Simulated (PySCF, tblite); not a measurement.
# C4H6SeSi: vibronic structure

Aim: compute the vibronic structure of C4H6SeSi (`[SiH3]c1cc[se]c1`).

Computed with tblite 0.8.0 and PySCF 2.14.0 and routines of our own; the level stands in each step. Atoms count from 0.

## Step 1: The system as given

12 atoms, charge 0, multiplicity 1; geometry from: force field or distance geometry start.

## Step 2: Relaxing the molecule with GFN2-xTB

What the job is given:

```
{"job": {"kind": "relax", "xc": "GFN2-xTB", "basis": "xTB"}, "charge": 0, "multiplicity": 1}
Si    -1.918200     0.058300     0.069400
C     -0.067800    -0.148700    -0.030700
C      0.791300     0.881000     0.042200
C      2.106100     0.608900    -0.046200
Se     2.445200    -1.226800    -0.206200
C      0.484100    -1.386800    -0.154900
H     -2.505500    -1.147900     0.716400
H     -2.460300     0.224300    -1.284300
H     -2.174000     1.198300     0.937300
H      0.429300     1.937400     0.150700
H      2.920700     1.332700    -0.005600
H     -0.049800    -2.331500    -0.213800
```

Started as:

```sh
$ OMP_NUM_THREADS=1 python excited_run.py task.json out
```

The driver reads the jobs from task.json and runs them one after another.

Log:

```text
step      E/eV     max force
  0    -448.34219    4.115
  1    -448.54072    1.458
  2    -448.59255    0.696
  3    -448.61591    0.429
  4    -448.62305    0.340
  5    -448.63366    0.252
  6    -448.63974    0.234
  7    -448.64495    0.187
  8    -448.64782    0.170
  9    -448.64917    0.090
 10    -448.65007    0.095
 11    -448.65092    0.095
 12    -448.65159    0.085
 13    -448.65206    0.062
 14    -448.65244    0.050
 15    -448.65277    0.053
 16    -448.65297    0.031
 17    -448.65306    0.020
 18    -448.65310    0.017
 19    -448.65314    0.015
 20    -448.65317    0.018
 21    -448.65320    0.016
 22    -448.65324    0.023
 23    -448.65330    0.025
 24    -448.65338    0.022
 25    -448.65344    0.023
 26    -448.65348    0.020
 27    -448.65351    0.017
 28    -448.65356    0.024
 29    -448.65361    0.021
 30    -448.65366    0.021
 31    -448.65369    0.014
 32    -448.65371    0.015
 33    -448.65373    0.015
 34    -448.65374    0.008
```

Wall time 0.14 s (1 thread of Arm Neoverse V2, shared host).

Relaxation path: (not every step is listed)

```csv
step,energy from step 0 (eV),largest force (eV/Å)
0,0.0000,4.1147
1,-0.1985,1.4580
2,-0.2504,0.6964
3,-0.2737,0.4292
4,-0.2809,0.3403
5,-0.2915,0.2524
6,-0.2976,0.2342
7,-0.3028,0.1873
8,-0.3056,0.1703
10,-0.3079,0.0949
12,-0.3094,0.0851
14,-0.3102,0.0495
16,-0.3108,0.0311
18,-0.3109,0.0171
20,-0.3110,0.0178
22,-0.3110,0.0233
24,-0.3112,0.0216
26,-0.3113,0.0197
28,-0.3114,0.0239
29,-0.3114,0.0210
30,-0.3115,0.0210
31,-0.3115,0.0140
32,-0.3115,0.0147
33,-0.3115,0.0146
34,-0.3116,0.0075
```

Close pairs (by a distance rule), those that changed most:

| bond | before (Å) | after (Å) | change (Å) |
| --- | --- | --- | --- |
| Se4–C5 | 1.968 | 1.856 | -0.112 |
| C1–C2 | 1.343 | 1.423 | +0.080 |
| C2–H9 | 1.122 | 1.077 | -0.045 |
| Si0–H6 | 1.489 | 1.464 | -0.026 |
| C3–Se4 | 1.874 | 1.855 | -0.018 |
| Si0–C1 | 1.865 | 1.880 | +0.015 |
| C3–H10 | 1.090 | 1.076 | -0.015 |
| C5–H11 | 1.087 | 1.075 | -0.011 |

The next job starts from the end point, and lists it.

## Step 3: Harmonic vibrations with GFN2-xTB

What the job is given:

```
{"job": {"kind": "ir", "xc": "GFN2-xTB", "basis": "xTB"}, "charge": 0, "multiplicity": 1}
Si    -1.960640     0.039186     0.088113
C     -0.093643    -0.161929    -0.001744
C      0.816425     0.931569     0.047035
C      2.127005     0.602591    -0.051204
Se     2.378491    -1.227230    -0.225774
C      0.529548    -1.363368    -0.140160
H     -2.540428    -1.168922     0.676900
H     -2.491879     0.242300    -1.263313
H     -2.260918     1.207128     0.918957
H      0.478395     1.948539     0.157407
H      2.966408     1.274896    -0.033907
H      0.052434    -2.325446    -0.198337
```

Log:

```text
mode    cm-1     km/mol
  1      21.9      0.18
  2     141.2      0.31
  3     184.4      0.21
  4     337.9      3.34
  5     359.0      1.69
  6     493.3     20.09
  7     511.8      7.87
  8     543.6     64.03
  9     587.0     66.26
 10     676.5      4.91
 11     733.1     10.84
 12     735.8      1.19
 13     741.3     26.45
 14     777.3    168.68
 15     784.5    459.05
 16     785.5    259.08
 17     842.1      1.67
 18     874.8     54.62
 19    1075.1      1.49
 20    1086.8      0.11
 21    1168.2     28.83
 22    1320.2     38.98
 23    1422.3    124.20
 24    1512.5     44.66
 25    2241.0    339.41
 26    2256.7    266.97
 27    2263.1    278.78
 28    3098.8     13.72
 29    3109.3     14.49
 30    3112.3     28.91
```

Run time: 0.25 s. Hardware: 1 thread of Arm Neoverse V2, shared host.

The strongest bands and the atoms that carry them (share of the mass-weighted mode):

```
cm⁻¹  km/mol                               atoms
 587    66.3                    C1 37 %, H7 25 %
 777   168.7                    H6 49 %, H8 42 %
 784   459.1           H6 38 %, H7 36 %, H8 16 %
 786   259.1                    H7 51 %, H8 36 %
1422   124.2  C1 35 %, C5 24 %, C2 22 %, C3 16 %
2241   339.4                             H7 95 %
2257   267.0                             H8 96 %
2263   278.8                             H6 96 %
```

## Step 4: Vibronic structure: TDA LC-wPBE/def2-SVP

The job, as its differences from that of step 3:

```diff
@@ -1,2 +1,2 @@
-{"job": {"kind": "ir", "xc": "GFN2-xTB", "basis": "xTB"}, "charge": 0, "multiplicity": 1}
+{"job": {"kind": "vib", "xc": "LC-wPBE", "basis": "def2-SVP", "tda": true}, "charge": 0, "multiplicity": 1}
 Si    -1.960640     0.039186     0.088113
```

With the program's defaults for keys left out, this is: TDA LC-wPBE/def2-SVP vertical-gradient vibronic structure (displaced harmonic oscillators, Condon), gas phase.

Log:

```text
final grid: 49296 points
cycle   1  E = -2845.9859968852  dE =  1.904e-01  |g| = 3.036e-01  |ddm| = 3.836e+00
cycle   2  E = -2846.0114817461  dE = -2.548e-02  |g| = 1.725e-01  |ddm| = 5.439e-01
cycle   3  E = -2846.0165445557  dE = -5.063e-03  |g| = 5.821e-02  |ddm| = 2.069e-01
cycle   4  E = -2846.0175146498  dE = -9.701e-04  |g| = 1.855e-02  |ddm| = 1.101e-01
cycle   5  E = -2846.0176269016  dE = -1.123e-04  |g| = 3.787e-03  |ddm| = 3.457e-02
cycle   6  E = -2846.0176358829  dE = -8.981e-06  |g| = 1.464e-03  |ddm| = 9.944e-03
cycle   7  E = -2846.0176375680  dE = -1.685e-06  |g| = 5.528e-04  |ddm| = 4.700e-03
cycle   8  E = -2846.0176376597  dE = -9.166e-08  |g| = 2.747e-04  |ddm| = 2.132e-03
cycle   9  E = -2846.0176377207  dE = -6.101e-08  |g| = 8.611e-05  |ddm| = 8.926e-04
cycle  10  E = -2846.0176377290  dE = -8.366e-09  |g| = 3.524e-05  |ddm| = 3.574e-04
cycle  11  E = -2846.0176377299  dE = -8.399e-10  |g| = 1.004e-05  |ddm| = 1.284e-04
converged SCF energy = -2846.0176377299

Singlet excitations (eV, f): 5.831 (0.1735)  5.890 (0.0007)  6.114 (0.0691)  6.619 (0.0007)  7.086 (0.0002)  7.877 (0.2237)

State S1  5.8307 eV  f = 0.17354  H->L 0.80
  relaxed dipole 1.102 D, largest gradient of the excitation energy 0.0423 Eh/bohr
  mode    cm-1        S   lambda/meV  Raman
   13    741.3    0.9715      89.3   0.897
   23   1422.3    0.2943      51.9   1.000
   19   1075.1    0.0664       8.9   0.129
   20   1086.8    0.0576       7.8   0.114
    3    184.4    0.2739       6.3   0.016
    4    337.9    0.0633       2.7   0.012
    6    493.3    0.0277       1.7   0.011
    2    141.2    0.0918       1.6   0.003
    8    543.6    0.0157       1.1   0.008
   14    777.3    0.0063       0.6   0.006
  reorganisation energy 0.1763 eV, total S 1.896, 0-0 5.6544 eV
  absorption maximum 5.752 eV, width 0.308 eV

State S3  6.1138 eV  f = 0.06912  H-1->L 0.83
  relaxed dipole 0.617 D, largest gradient of the excitation energy 0.0976 Eh/bohr
  mode    cm-1        S   lambda/meV  Raman
   23   1422.3    1.7782     313.6   1.000
    7    511.8    1.1538      73.2   0.084
    4    337.9    1.3166      55.2   0.042
   22   1320.2    0.1052      17.2   0.051
    8    543.6    0.0682       4.6   0.006
    3    184.4    0.1532       3.5   0.001
   21   1168.2    0.0225       3.3   0.009
    5    359.0    0.0310       1.4   0.001
   18    874.8    0.0125       1.4   0.003
   19   1075.1    0.0054       0.7   0.002
    9    587.0    0.0086       0.6   0.001
   14    777.3    0.0063       0.6   0.001
  reorganisation energy 0.4789 eV, total S 4.705, 0-0 5.6349 eV
  absorption maximum 6.043 eV, width 0.602 eV

State S6  7.8774 eV  f = 0.22366  H->L+2 0.57, H->L+3 0.13, H-1->L+2 0.09
  relaxed dipole 3.139 D, largest gradient of the excitation energy 0.0597 Eh/bohr
  mode    cm-1        S   lambda/meV  Raman
   22   1320.2    0.3758      61.5   1.000
   10    676.5    0.7012      58.8   0.490
   14    777.3    0.4705      45.3   0.434
    9    587.0    0.5392      39.2   0.284
   24   1512.5    0.1497      28.1   0.523
   21   1168.2    0.1575      22.8   0.328
   20   1086.8    0.1331      17.9   0.240
   18    874.8    0.1489      16.2   0.174
   23   1422.3    0.0892      15.7   0.275
    8    543.6    0.1372       9.2   0.062
   19   1075.1    0.0692       9.2   0.122
   16    785.5    0.0939       9.1   0.088
  reorganisation energy 0.3690 eV, total S 3.782, 0-0 7.5084 eV
  absorption maximum 7.768 eV, width 0.504 eV

State T1  3.5445 eV  f = 0.00000  H-1->L 0.87
  relaxed dipole 0.850 D, largest gradient of the excitation energy 0.1146 Eh/bohr
  mode    cm-1        S   lambda/meV  Raman
   23   1422.3    2.7501     485.0   1.000
    4    337.9    1.3211      55.3   0.027
    7    511.8    0.7365      46.7   0.035
   22   1320.2    0.1103      18.1   0.035
   21   1168.2    0.0564       8.2   0.014
    3    184.4    0.2897       6.6   0.002
    8    543.6    0.0949       6.4   0.005
   24   1512.5    0.0195       3.7   0.008
   13    741.3    0.0246       2.3   0.002
   20   1086.8    0.0098       1.3   0.002
  reorganisation energy 0.6386 eV, total S 5.460, 0-0 2.9059 eV
  absorption maximum 3.490 eV, width 0.752 eV
```

Wall time 35 s (1 thread of Arm Neoverse V2, shared host); peak memory 0.71 GiB.

Orbitals, density, ELF and potential are computed afterwards from the orbital file.

Frontier orbitals at LC-wPBE/def2-SVP, with the share of their density that lies nearest to each atom:

```
orbital  energy (eV)                     lies on
   HOMO        -9.44  Se4 56 %; C1 21 %; C2 10 %
   LUMO         1.39  C5 24 %; Se4 19 %; C3 18 %
```

ELF in a plane through or near 9 of the atoms.

Ten even steps from ' ' (0.00) to '@' (1.00):
```
                                                        
                                                        
                                                        
                      ::--                              
                    ==@@@@%%--      ----..              
          ..::      ##@@@@@@##    ++@@@@##--            
        **@@@@**..  **@@@@@@**    ##@@@@%%==            
      ==@@@@@@@@**==++--##**::  ..**%%%%##--            
      ==@@@@@@@@==++##**::##++==++  ::..--..            
        ::++##****..##++%%++::%%%%--##**..::            
            ::**%%**::..++--%%**@@..==..##**--..        
          ..====::------##%%%%++==--++@@@@@@##--        
        ::==++::**++==##::..++--    ++@@@@@@##--        
      ..==##%%::**--++##--**@@%%--    **%%##--          
      ..==##@@##======--##@@@@@@%%      ::..            
        ::==**##**==..  ==@@@@@@@@                      
          ..::--::..    ..##@@@@++                      
                                                        
                                                        
                                                        
```
The map spans 11.4 Å across and 9.9 Å up, centred on the molecule. Atoms in the plane (x, y in Å): Si0 (1.9, 0.2), C1 (0.1, -0.2), C2 (-0.9, 0.8), C3 (-2.2, 0.4), Se4 (-2.2, -1.5), C5 (-0.4, -1.4), H9 (-0.7, 1.9), H10 (-3.1, 1.0), H11 (0.2, -2.3).

On the surface of density 0.002 e/bohr³ the electrostatic potential runs, from the 1st to the 99th percentile, from -0.66 V near C3 to 1.09 V near H10.

## Step 5: What came out

| quantity | value |
| --- | --- |
| strongest single infrared mode (GFN2-xTB) | 784 cm⁻¹, 459 km/mol |
| zero-point energy (GFN2-xTB) | 48.3 kcal/mol |
| S1: vertical, reorganisation, 0-0, total S (step 4, TDA LC-wPBE/def2-SVP, modes from GFN2-xTB) | 5.83, 0.18, 5.65 eV; 1.9 |
| S3: vertical, reorganisation, 0-0, total S (step 4, TDA LC-wPBE/def2-SVP, modes from GFN2-xTB) | 6.11, 0.48, 5.63 eV; 4.7 |
| S6: vertical, reorganisation, 0-0, total S (step 4, TDA LC-wPBE/def2-SVP, modes from GFN2-xTB) | 7.88, 0.37, 7.51 eV; 3.8 |
| surface potential, 1st and 99th percentile | -0.66 V and 1.09 V |

No mode is imaginary among the 30: a minimum at this level. Unscaled tight-binding wavenumbers are off by several per cent, some by more. Its intensities can rank the bands wrongly. Steps that list no spin-orbit terms leave them out, which matters at and beside the heavy atoms. The vibronic model keeps the ground-state modes (from xTB) and shifts them along the gradient alone, so it can miss much of the relaxation that a full optimisation finds.
